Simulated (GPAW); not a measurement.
# W3N4 (Pm-3m) in GPAW: settings compared

One crystal, W3N4, is run at these levels: PBE, TB-mBJ; tasks: equation of state, single point.

Program: GPAW 26.7.0. These are calculated values, not measurements. Logs are shortened: lines on timing, memory, paths and dates and some standing lists are left out, and cuts for length are marked. The log counts tension as positive stress, the text compression.

**1. Starting point**

It takes space group Pm-3m (No. 221, cubic). Conventional cell: a = 4.122 Å, b = 4.122 Å, c = 4.122 Å, α = 90.00°, β = 90.00°, γ = 90.00°. W (site symmetry 4/mmm) is surrounded by 6 N at 2.06 Å. Around N (site symmetry 4/mmm) lie 4 W at 2.06 Å. Around N (site symmetry m-3m) lie 6 W at 2.06 Å.

**2. Equation of state, PBE**

The input, run.py:

```python
from ase import Atoms
from ase.eos import EquationOfState
from ase.io import Trajectory
from ase.units import GPa
from gpaw import GPAW, PW

atoms = Atoms(['W', 'W', 'W', 'N', 'N', 'N', 'N'],
              cell=[[4.122, 0.0, 0.0],
                    [0.0, 4.122, 0.0],
                    [0.0, 0.0, 4.122]],
              scaled_positions=[[0.5, 0.0, 0.5],
                                [0.0, 0.5, 0.5],
                                [0.5, 0.5, 0.0],
                                [0.0, 0.0, 0.5],
                                [0.0, 0.5, 0.0],
                                [0.5, 0.0, 0.0],
                                [0.5, 0.5, 0.5]],
              pbc=True)

traj = Trajectory('eos.traj', 'w')
volumes, energies = [], []
for x in [0.94, 0.96, 0.98, 1.0, 1.02, 1.04, 1.06]:
    a = atoms.copy()
    a.set_cell(atoms.cell * x**(1 / 3), scale_atoms=True)
    calc = GPAW(mode=PW(800),
                xc='PBE',
                kpts={'size': (5, 5, 5), 'gamma': True},
                occupations={'name': 'fermi-dirac', 'width': 0.05},
                nbands=55,
                convergence={'density': 1e-05, 'energy': 1e-05},
                maxiter=150,
                txt=f'eos-{x:.2f}.txt')
    a.calc = calc
    energies.append(a.get_potential_energy(force_consistent=True))
    volumes.append(a.get_volume())
    p = -a.get_stress()[:3].mean() / GPa
    calc.write(f'eos-{x:.2f}.gpw')
    traj.write(a)
    print(f'{x:.2f} {volumes[-1]:10.4f} A^3 {energies[-1]:14.6f} eV {p:9.3f} GPa', flush=True)

v0, e0, B = EquationOfState(volumes, energies, eos='birchmurnaghan').fit()
print(f'V0 = {v0:.4f} A^3, E0 = {e0:.6f} eV, B0 = {B / GPa:.2f} GPa')
```

Potentials or basis: GPAW PAW data sets (gpaw-data 1.2.1), pw.

Run with:

```
$ OMP_NUM_THREADS=1 python run.py
```

Log:

```text
__  _  _
 | _ |_)|_||  |
 |__||  | ||/\| - 26.7.0

Input parameters:
  mode=PW(ecut=800.0),
  convergence={'density': 1e-05, 'energy': 1e-05},
  kpts=MonkhorstPack(size=(5, 5, 5), gamma=True),
  maxiter=150,
  nbands=55,
  occupations=Occupations(name='fermi-dirac', width=0.05),
  xc=XC(name='PBE')

Diagonalizing LCAO Hamiltonian
Converting LCAO to pw mode
   .---------.
  /|         |
 * |         |
 |W|   N     |
 | |         |
 N .--W------.
 |N    W    /
 *----N----*

Atoms  # Å, Bohr magnetons
|   | symbol |        x |        y |        z |    initial magnetic moments |
|---|--------|----------|----------|----------|-----------------------------|
| 0 |      W | 2.018927 | 0.000000 | 2.018927 | ( 0.0000,  0.0000,  0.0000) |
| 1 |      W | 0.000000 | 2.018927 | 2.018927 | ( 0.0000,  0.0000,  0.0000) |
| 2 |      W | 2.018927 | 2.018927 | 0.000000 | ( 0.0000,  0.0000,  0.0000) |
| 3 |      N | 0.000000 | 0.000000 | 2.018927 | ( 0.0000,  0.0000,  0.0000) |
| 4 |      N | 0.000000 | 2.018927 | 0.000000 | ( 0.0000,  0.0000,  0.0000) |
| 5 |      N | 2.018927 | 0.000000 | 0.000000 | ( 0.0000,  0.0000,  0.0000) |
| 6 |      N | 2.018927 | 2.018927 | 2.018927 | ( 0.0000,  0.0000,  0.0000) |

Unit cell  # Å
| periodic |        x |        y |        z |  lengths |    angles |
|----------|----------|----------|----------|----------|-----------|
|      yes | 4.037854 | 0.000000 | 0.000000 | 4.037854 | 90.000000 |
|      yes | 0.000000 | 4.037854 | 0.000000 | 4.037854 | 90.000000 |
|      yes | 0.000000 | 0.000000 | 4.037854 | 4.037854 | 90.000000 |

Number of symmetries: 48
Symmetry operations  # r_c * U_cc + t_c -> r_c
|    | kind |            matrix            |
|----|------|------------------------------|
|  0 |  E   |  1, 0, 0,  0, 1, 0,  0, 0, 1 |
|  1 |  σ   |  1, 0, 0,  0, 1, 0,  0, 0,-1 |
|  2 |  σ   |  1, 0, 0,  0, 0, 1,  0, 1, 0 |
|  3 |  C4  |  1, 0, 0,  0, 0, 1,  0,-1, 0 |
|  4 |  C4  |  1, 0, 0,  0, 0,-1,  0, 1, 0 |
|  5 |  σ   |  1, 0, 0,  0, 0,-1,  0,-1, 0 |
|  6 |  σ   |  1, 0, 0,  0,-1, 0,  0, 0, 1 |
|  7 |  C2  |  1, 0, 0,  0,-1, 0,  0, 0,-1 |
|  8 |  σ   |  0, 1, 0,  1, 0, 0,  0, 0, 1 |
|  9 |  C2  |  0, 1, 0,  1, 0, 0,  0, 0,-1 |
| 10 |  C3  |  0, 1, 0,  0, 0, 1,  1, 0, 0 |
| 11 |  S6  |  0, 1, 0,  0, 0, 1, -1, 0, 0 |
| 12 |  S6  |  0, 1, 0,  0, 0,-1,  1, 0, 0 |
| 13 |  C3  |  0, 1, 0,  0, 0,-1, -1, 0, 0 |
| 14 |  C4  |  0, 1, 0, -1, 0, 0,  0, 0, 1 |
| 15 |  S4  |  0, 1, 0, -1, 0, 0,  0, 0,-1 |
| 16 |  C3  |  0, 0, 1,  1, 0, 0,  0, 1, 0 |
| 17 |  S6  |  0, 0, 1,  1, 0, 0,  0,-1, 0 |
| 18 |  σ   |  0, 0, 1,  0, 1, 0,  1, 0, 0 |
| 19 |  C4  |  0, 0, 1,  0, 1, 0, -1, 0, 0 |
| 20 |  C2  |  0, 0, 1,  0,-1, 0,  1, 0, 0 |
| 21 |  S4  |  0, 0, 1,  0,-1, 0, -1, 0, 0 |
| 22 |  S6  |  0, 0, 1, -1, 0, 0,  0, 1, 0 |
| 23 |  C3  |  0, 0, 1, -1, 0, 0,  0,-1, 0 |
| 24 |  S6  |  0, 0,-1,  1, 0, 0,  0, 1, 0 |
| 25 |  C3  |  0, 0,-1,  1, 0, 0,  0,-1, 0 |
| 26 |  C4  |  0, 0,-1,  0, 1, 0,  1, 0, 0 |
| 27 |  σ   |  0, 0,-1,  0, 1, 0, -1, 0, 0 |
| 28 |  S4  |  0, 0,-1,  0,-1, 0,  1, 0, 0 |
| 29 |  C2  |  0, 0,-1,  0,-1, 0, -1, 0, 0 |
| 30 |  C3  |  0, 0,-1, -1, 0, 0,  0, 1, 0 |
| 31 |  S6  |  0, 0,-1, -1, 0, 0,  0,-1, 0 |
| 32 |  C4  |  0,-1, 0,  1, 0, 0,  0, 0, 1 |
| 33 |  S4  |  0,-1, 0,  1, 0, 0,  0, 0,-1 |
| 34 |  S6  |  0,-1, 0,  0, 0, 1,  1, 0, 0 |
| 35 |  C3  |  0,-1, 0,  0, 0, 1, -1, 0, 0 |
| 36 |  C3  |  0,-1, 0,  0, 0,-1,  1, 0, 0 |
| 37 |  S6  |  0,-1, 0,  0, 0,-1, -1, 0, 0 |
| 38 |  σ   |  0,-1, 0, -1, 0, 0,  0, 0, 1 |
| 39 |  C2  |  0,-1, 0, -1, 0, 0,  0, 0,-1 |
| 40 |  σ   | -1, 0, 0,  0, 1, 0,  0, 0, 1 |
| 41 |  C2  | -1, 0, 0,  0, 1, 0,  0, 0,-1 |
| 42 |  C2  | -1, 0, 0,  0, 0, 1,  0, 1, 0 |
| 43 |  S4  | -1, 0, 0,  0, 0, 1,  0,-1, 0 |
| 44 |  S4  | -1, 0, 0,  0, 0,-1,  0, 1, 0 |
| 45 |  C2  | -1, 0, 0,  0, 0,-1,  0,-1, 0 |
| 46 |  C2  | -1, 0, 0,  0,-1, 0,  0, 0, 1 |
| 47 |  i   | -1, 0, 0,  0,-1, 0,  0, 0,-1 |

BZ-sampling:
  Number of BZ points: 125
  Number of IBZ points: 10

  Monkhorst-Pack size: [5, 5, 5]
  Monkhorst-Pack shift: [0, 0, 0]

K-points  # in reciprocal-cell coordinates
|   |                                coordinates |     weight |
|---|--------------------------------------------|------------|
| 0 | (  0.00000000,   0.00000000,   0.00000000) | 0.00800000 |
| 1 | (  0.20000000,   0.00000000,   0.00000000) | 0.04800000 |
| 2 | (  0.20000000,   0.20000000,   0.00000000) | 0.09600000 |
| 3 | (  0.20000000,   0.20000000,   0.20000000) | 0.06400000 |
| 4 | (  0.40000000,   0.00000000,   0.00000000) | 0.04800000 |
| 5 | (  0.40000000,   0.20000000,   0.00000000) | 0.19200000 |
| 6 | (  0.40000000,   0.20000000,   0.20000000) | 0.19200000 |
| 7 | (  0.40000000,   0.40000000,   0.00000000) | 0.09600000 |
| 8 | (  0.40000000,   0.40000000,   0.20000000) | 0.19200000 |
| 9 | (  0.40000000,   0.40000000,   0.40000000) | 0.06400000 |

Plane wave coefficients: 3407
Cutoff: 800.0 eV

Spin-components: 1 (collinear spins)
Bands:           55
Projectors:      38
Spin-degeneracy: 2
Datatype:        complex128

Parallelization:
  kpt:    1
  domain: 1
  band:   1

Density:
  Valence electrons: 62.0
  Components: 1
  Grid points: [27 27 27]
  Charge: 0.0  # |e|

Potential:
  Grid points: [27 27 27]

species:
  W:
    name:    Tungsten
    Z:       74.0
    valence: 14
    core:    60
    charge:  0.0  # [|e|]
    compensation charges:
      type: gauss
      rc: 0.40  # [Å]
      lmax: 2
    cutoffs:
      filter: 2.36  # [Å]
      core: 3.02  # [Å]
    projectors
    | kind |    occ | energy [eV] | rcut [Å] |
    |------|--------|-------------|----------|
    |   5s |  2.000 |     -78.830 |    1.344 |
    |   6s |  2.000 |      -5.697 |    1.344 |
    |   5p |  6.000 |     -43.233 |    1.355 |
    |   6p |  0.000 |      -1.367 |    1.355 |
    |   5d |  4.000 |      -4.494 |    1.228 |
    |    d |        |      22.717 |    1.228 |

    Using partial waves for W as LCAO basis

  N:
    name:    Nitrogen
    Z:       7.0
    valence: 5
    core:    2
    charge:  0.0  # [|e|]
    compensation charges:
      type: gauss
      rc: 0.18  # [Å]
      lmax: 2
    cutoffs:
      filter: 1.11  # [Å]
      core: 0.96  # [Å]
    projectors
    | kind |    occ | energy [eV] | rcut [Å] |
    |------|--------|-------------|----------|
    |   2s |  2.000 |     -18.583 |    0.603 |
    |   2p |  3.000 |      -7.089 |    0.529 |
    |    s |        |       8.629 |    0.603 |
    |    p |        |      20.123 |    0.529 |
    |    d |        |       0.000 |    0.577 |

    Using partial waves for N as LCAO basis

Reference energy: -1322241.900982  # eV

eigensolver:
  PPCG
  Converge bands: occupied
  niter=2

density mixing:
  MSR1-Mixer
  Pratt-step length: 0.05
  Maximum mixing coefficient: 0.75
  Old densities: 10
  SVD Regularization: 0.005
  Good broyden scale: 1.0
  Trust region scale: 1.0
  Backstep threshold: 4.0
  History deletion threshold: 6.0
  Fourier metric: weight=20.0, sigma=0.015

occupation numbers:
  Fermi-Dirac:
    width: 0.0500  # eV

poisson solver:
  ecut: 6400.0  # eV

xc functional:
  name: PBE with 2 nearest neighbor stencil

convergence criteria:
- Maximum integral of absolute [dens]ity change: 1e-05 electrons / valence electron
- Maximum [total energy] change in last 3 cyles: 1e-05 eV / valence electron
- Maximum integral of absolute [eigenst]ate change: 4e-08 eV^2 / valence electron
maximum number of iterations: 150

SCF iterations
|iter     | |      energy | eigst |  dens |
|---------|-|-------------|-------|-------|
|iter:   1| |  -75.169369 | +0.25 |       |
|iter:   2| |  -72.960818 | -1.85 | -0.88 |
|iter:   3| |  -67.749288 | -0.86 | -0.94 |
|iter:   4| |  -67.607755 | -2.46 | -1.59 |
|iter:   5| |  -67.615622 | -3.20 | -1.88 |
|iter:   6| |  -67.615258 | -4.20 | -2.56 |
|iter:   7| |  -67.615163c| -5.02 | -3.01 |
|iter:   8| |  -67.615217c| -5.90 | -3.40 |
|iter:   9| |  -67.615211c| -7.24 | -4.03 |
|iter:  10| |  -67.615210c| -8.21c| -4.57 |
|iter:  11| |  -67.615210c| -8.38c| -5.39c|

Converged in 11 steps
Energy contributions relative to reference atoms: (reference = -1322241.900982)

Energy contributions:
  Kinetic:         144.033757
  Coulomb:        -133.509663
  Zero:              0.577131
  External:          0.000000
  Xc:              -78.712906
  Entropy:          -0.007059
  Spinorbit:         0.000000
  ----------------------------
  Free energy:     -67.618740
  Extrapolated:    -67.615210

dipole moment: (-35.062789, -35.062789, -35.062789)  # |e|*Ang

Fermi level: 15.754
Eigenvalues  # (at kpt = [0.000, 0.000, 0.000])
| band index |      eig [eV] | occ [0-2] |
|------------|---------------|-----------|
|          0 |       -59.817 |     2.000 |
|        ... |               |           |
|         28 |        13.307 |     2.000 |
|         29 |        13.307 |     2.000 |
|         30 |        13.307 |     2.000 |
|         31 |        14.732 |     2.000 |
|         32 |        14.732 |     2.000 |
|         33 |        14.732 |     2.000 |
[... 8 lines left out ...]
|         42 |        20.791 |     0.000 |
|         43 |        22.390 |     0.000 |
|        ... |               |           |
|         54 |        36.654 |     0.000 |

No gap
No difference between direct/indirect transitions

Stress tensor  # eV/Ang^3
|         x |         y |         z |
|-----------|-----------|-----------|
| -0.364387 |  0.000000 |  0.000000 |
|  0.000000 | -0.364387 |  0.000000 |
|  0.000000 |  0.000000 | -0.364387 |

# Writing to eos-0.94.gpw (mode='')
```

Wall time 4.2 min (1 thread of Arm Neoverse V2, shared host); peak memory 0.4 GiB.

What came out:

```yaml
Equilibrium_volume: "10.68 Å³/atom (rough: see the caveat)"
Bulk_modulus: 348 GPa (rough)
```

Energy against volume, from the lowest point:
```
volume (Å³/atom)  energy (meV/atom)
           9.405             209.57
           9.605             143.19
           9.805              91.11
          10.005              52.17
          10.205              24.57
          10.405               7.56
          10.606               0.00
```

Caveat: the minimum lies outside the volumes run.

**3. Single point, TB-mBJ**

The input, run.py:

```python
from ase import Atoms
from ase.dft.bandgap import bandgap
from ase.io import write
from gpaw import GPAW, PW

atoms = Atoms(['W', 'W', 'W', 'N', 'N', 'N', 'N'],
              cell=[[4.122, 0.0, 0.0],
                    [0.0, 4.122, 0.0],
                    [0.0, 0.0, 4.122]],
              scaled_positions=[[0.5, 0.0, 0.5],
                                [0.0, 0.5, 0.5],
                                [0.5, 0.5, 0.0],
                                [0.0, 0.0, 0.5],
                                [0.0, 0.5, 0.0],
                                [0.5, 0.0, 0.0],
                                [0.5, 0.5, 0.5]],
              pbc=True)

calc = GPAW(mode=PW(800),
            xc='TB09',
            kpts={'size': (6, 6, 6), 'gamma': True},
            occupations={'name': 'fermi-dirac', 'width': 0.05},
            nbands=55,
            convergence={'density': 1e-05, 'energy': 1e-05},
            eigensolver='cg',
            maxiter=150,
            txt='gpaw.txt')
atoms.calc = calc
energy = atoms.get_potential_energy()
calc.write('gs.gpw')
write('result.traj', atoms)
print('Fermi level:', round(calc.get_fermi_level(), 4), 'eV')
print(f'Gap: {bandgap(calc)[0]:.4f} eV, direct: {bandgap(calc, direct=True)[0]:.4f} eV')
```

Potentials or basis: GPAW PAW data sets for LDA (gpaw-data 1.2.1), pw.

Run with:

```
$ OMP_NUM_THREADS=1 python run.py
```

Wall time 8.5 min (1 thread of Arm Neoverse V2, shared host); peak memory 0.41 GiB.

The run converged. Its results:

| Item | Value |
| --- | --- |
| Band gap on the k mesh | none (metal or under the smearing width) |

Levels at points of the mesh, in eV from the Fermi level:
```csv
k point,band 29,band 30,band 31,band 32,band 33,band 34
"(0.00, 0.00, 0.00)",-2.66,-2.66,-2.66,-0.81,-0.81,-0.81
"(0.50, 0.00, 0.00)",-3.79,-1.63,-0.23,-0.08,-0.08,0.12
"(0.50, 0.50, 0.00)",-0.56,0.29,0.43,0.43,0.44,1.30
"(0.50, 0.50, 0.50)",1.18,1.18,1.18,1.76,1.76,1.76
```

Caveat: a model potential gives levels but no total energy; the PAW data sets were made with another functional, which shifts forces and pressure a little.
